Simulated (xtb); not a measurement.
# One shape, several levels: CuH4O2F2 (cis-Cu(H2O)2F2)

Aim: a comparison of 3 runs (GFN2-xTB, GFN0-xTB, GFN1-xTB) of CuH4O2F2 (cis-Cu(H2O)2F2). 

The calculation is run with xtb 6.7.1.

### 1 The structure to begin with

CuH4O2F2: 9 atoms, total charge 0, spin state doublet. SMILES: `[OH2]->[Cu](<-[OH2])([F])[F]`. Geometry: a GFN2-xTB relaxation, a rough one for these elements and not checked as a minimum. This is one conformer, not always the lowest.

Bond lengths: Cu1–O2 2.170 Å, Cu1–O5 2.171 Å, Cu1–F8 1.778 Å, Cu1–F9 1.778 Å, O2–H3 0.969 Å, O2–H4 0.963 Å, O5–H6 0.969 Å, O5–H7 0.964 Å. Some angles: O2–Cu1–O5 83.6°, O2–Cu1–F8 164.6°, O2–Cu1–F9 81.2°, O5–Cu1–F8 81.2°, O5–Cu1–F9 164.6°, F8–Cu1–F9 114.1°, Cu1–O2–H3 96.5°, Cu1–O2–H4 106.5°, Cu1–O5–H6 96.5°, Cu1–O5–H7 106.2°.

### 2 Energy and forces at GFN2-xTB (run 1)

Contents of .CHRG:

```
0
```

Contents of .UHF:

```
1
```

Contents of start.xyz:

```xyz
9
cis-Cu(H2O)2F2
Cu    -0.573030    -0.558480    -0.035820
O      1.590880    -0.454990    -0.154150
H      1.723520    -1.345860    -0.511150
H      1.914600    -0.462150     0.752790
O     -0.418350     1.592070     0.215700
H     -1.317540     1.728620     0.549960
H     -0.387890     1.965520    -0.672010
F     -2.296700    -0.186770     0.188980
F     -0.235480    -2.277940    -0.334300
```

Run with:

```console
$ xtb start.xyz --grad --json --gfn2 -P 1 > start.out
```

What it wrote:

```text
* xtb version 6.7.1
[...]
          :  # basis functions                  30          :
[...]
          :  # electrons                        41          :
[...]
          :  Hamiltonian                  GFN2-xTB          :
[...]
          :  net charge                          0          :
          :  unpaired electrons                  1          :
[...]
   *** convergence criteria satisfied after 12 iterations ***
[...]
         ::                     SUMMARY                     ::
         :::::::::::::::::::::::::::::::::::::::::::::::::::::
         :: total energy             -23.577488413290 Eh    ::
         :: gradient norm              0.000775365433 Eh/a0 ::
         :: HOMO-LUMO gap              9.166763614777 eV    ::
         ::.................................................::
         :: SCC energy               -23.644979407173 Eh    ::
         :: -> isotropic ES            0.146269925689 Eh    ::
         :: -> anisotropic ES          0.000050721540 Eh    ::
         :: -> anisotropic XC         -0.005915230552 Eh    ::
         :: -> dispersion             -0.003501242613 Eh    ::
         :: repulsion energy           0.067490993882 Eh    ::
         :: add. restraining           0.000000000000 Eh    ::
         :: total charge              -0.000000000000 e     ::
         :::::::::::::::::::::::::::::::::::::::::::::::::::::
[...]
        21        1.0000           -0.3785770             -10.3016 (HOMO)
        22                         -0.0417047              -1.1348 (LUMO)
[...]
     #   Z          covCN         q      C6AA      α(0)
     1  29          2.203     0.599   139.907    26.933
     2   8          2.021    -0.494    22.709     6.436
     3   1          0.804     0.348     0.592     1.209
     4   1          0.805     0.324     0.653     1.269
     5   8          2.019    -0.494    22.710     6.436
     6   1          0.804     0.348     0.593     1.210
     7   1          0.805     0.324     0.652     1.269
     8   9          0.691    -0.478    14.559     4.505
     9   9          0.691    -0.478    14.556     4.505
[...]
molecular dipole:
                 x           y           z       tot (Debye)
 q only:        1.745       1.702       0.107
   full:        1.871       1.827       0.117       6.654
molecular quadrupole (traceless):
[...]
          | TOTAL ENERGY              -23.577488413290 Eh   |
          | GRADIENT NORM               0.000775365433 Eh/α |
          | HOMO-LUMO GAP               9.166763614777 eV   |
           -------------------------------------------------
[...]
```

Standard error:

```text
normal termination of xtb
```

It took 0.026 s on 1 thread of Arm Neoverse V1, shared host.

### 3 Energy and gradient at GFN0-xTB (run 2)

start.xyz is that of step 2.

Run with:

```console
$ xtb start.xyz --grad --gfn0 -c 0 -u 1 --parallel 1 > start.out 2> xtb.err
```

What it wrote:

```text
* xtb version 6.7.1
[...]
[WARNING] Please study the warnings concerning your input carefully
-1- prog_main_parseArguments: The use of '--gfn0' is discouraged, please use '--gfn 0' next time
########################################################################
[...]
          :  # basis functions                  34          :
[...]
          :  # electrons                        41          :
[...]
 Zeroth order Hamiltonian       ...        0 min,  0.000 sec ( 17.742%)
[...]
         ::                     SUMMARY                     ::
         :::::::::::::::::::::::::::::::::::::::::::::::::::::
         :: total energy             -21.074625986025 Eh    ::
         :: gradient norm              0.024156318478 Eh/a0 ::
         :: HOMO-LUMO gap              3.975240892541 eV    ::
         ::.................................................::
         :: H0 energy                -21.004458784072 Eh    ::
         :: repulsion energy           0.074457906723 Eh    ::
         :: electrostat energy        -0.142945776037 Eh    ::
         :: -> Gsolv                   0.000000000000 Eh    ::
         ::    -> Gsasa                0.000000000000 Eh    ::
         ::    -> Gshift               0.000000000000 Eh    ::
         :: dispersion energy         -0.001679326476 Eh    ::
         :: short-range corr.         -0.000000006163 Eh    ::
         :: add. restraining           0.000000000000 Eh    ::
         :: total charge              -0.000000000000 e     ::
         :::::::::::::::::::::::::::::::::::::::::::::::::::::
[...]
        21        1.0000           -0.3560897              -9.6897 (HOMO)
        22                         -0.2100023              -5.7145 (LUMO)
[...]
     #   Z          covCN         q      C6AA      α(0)
     1  29          2.203     0.426   163.015    28.487
     2   8          2.021    -0.609    25.109     6.782
     3   1          0.804     0.316     0.675     1.290
     4   1          0.805     0.308     0.696     1.310
     5   8          2.019    -0.609    25.116     6.783
     6   1          0.804     0.316     0.675     1.291
     7   1          0.805     0.308     0.697     1.311
     8   9          0.691    -0.228    11.590     3.923
     9   9          0.691    -0.228    11.590     3.923
[...]
          | TOTAL ENERGY              -21.074625986025 Eh   |
          | GRADIENT NORM               0.024156318478 Eh/α |
          | HOMO-LUMO GAP               3.975240892541 eV   |
           -------------------------------------------------
[...]
```

Standard error:

```text
normal termination of xtb
```

It took 0.022 s on 1 thread of Arm Neoverse V1, shared host.

### 4 Energy and forces at GFN1-xTB (run 3)

Contents of mol.coord:

```
$coord
     -1.082869761194     -1.055374246081     -0.067689989784  cu
      3.006327497145     -0.859806489443     -0.291301282111  o
      3.256980770315     -2.543306802089     -0.965933508602  h
      3.618069638208     -0.873336928496      1.422566929357  h
     -0.790566924237      3.008576271233      0.407613925082  o
     -2.489789758239      3.266618373551      1.039273779499  h
     -0.733005866481      3.714294492474     -1.269914853010  h
     -4.340133990428     -0.352944148296      0.357120443032  f
     -0.444992707827     -4.304682728330     -0.631735443462  f
$end
```

Run with:

```console
$ xtb --gfn1 --grad -u 1 --json -P 1 -- mol.coord > mol.out
```

What it wrote:

```text
* xtb version 6.7.1
[...]
          :  # basis functions                  34          :
[...]
          :  # electrons                        41          :
[...]
          :  Hamiltonian                  GFN1-xTB          :
[...]
          :  net charge                          0          :
          :  unpaired electrons                  1          :
[...]
   *** convergence criteria satisfied after 10 iterations ***
[...]
         ::                     SUMMARY                     ::
         :::::::::::::::::::::::::::::::::::::::::::::::::::::
         :: total energy             -26.364319626976 Eh    ::
         :: gradient norm              0.020438639456 Eh/a0 ::
         :: HOMO-LUMO gap              4.365051752065 eV    ::
         ::.................................................::
         :: SCC energy               -26.435616687614 Eh    ::
         :: -> electrostatic           0.180728715634 Eh    ::
         :: repulsion energy           0.073378766948 Eh    ::
         :: dispersion energy         -0.002081706310 Eh    ::
         :: halogen bond corr.         0.000000000000 Eh    ::
         :: add. restraining           0.000000000000 Eh    ::
         :: total charge               0.000000000257 e     ::
         :::::::::::::::::::::::::::::::::::::::::::::::::::::
[...]
        21        1.0000           -0.3549256              -9.6580 (HOMO)
        22                         -0.1945129              -5.2930 (LUMO)
[...]
     #   Z sym  total        # sym  WBO       # sym  WBO       # sym  WBO
 ---------------------------------------------------------------------------
     1  29      2.058 --     9      0.762     8      0.762     2      0.255
                             5      0.254
     2   8      1.986 --     4      0.865     3      0.842     1      0.255
     3   1      0.882 --     2      0.842
     4   1      0.879 --     2      0.865
     5   8      1.986 --     7      0.865     6      0.843     1      0.254
     6   1      0.883 --     5      0.843
     7   1      0.879 --     5      0.865
     8   9      0.840 --     1      0.762
     9   9      0.840 --     1      0.762
 ---------------------------------------------------------------------------
[...]
          | TOTAL ENERGY              -26.364319626976 Eh   |
          | GRADIENT NORM               0.020438639456 Eh/α |
          | HOMO-LUMO GAP               4.365051752065 eV   |
           -------------------------------------------------
[...]
```

Standard error:

```text
normal termination of xtb
```

Run time: 0.026 s. Hardware: 1 thread of Arm Neoverse V1, shared host.

### 5 The series

```
run     level  energy (Eh)  dipole moment (D)  HOMO energy (eV)  LUMO energy (eV)  wall time
  1  GFN2-xTB   -23.577488               6.65            -10.30             -1.13    0.026 s
  2  GFN0-xTB   -21.074626               8.79             -9.69             -5.71    0.022 s
  3  GFN1-xTB   -26.364320               6.39             -9.66             -5.29    0.026 s
```

### 6 What came out

| quantity | value |
| --- | --- |
| run 3: total energy | -26.36432 Eh |
| run 3: dipole moment | 6.39 D |
| run 3: HOMO energy (partly filled) | -9.66 eV |
| run 3: LUMO energy | -5.29 eV |
| run 3: dispersion energy | -5.47 kJ/mol |
| run 3: largest force on an atom | 0.495 eV/Å |

The dipole moment (its size) runs from 6.39 D (GFN1-xTB) to 8.79 D (GFN0-xTB). Force-field and semi-empirical energies have zeros of their own, so their totals don't compare. All runs together took 0.074 s, the longest 0.026 s.
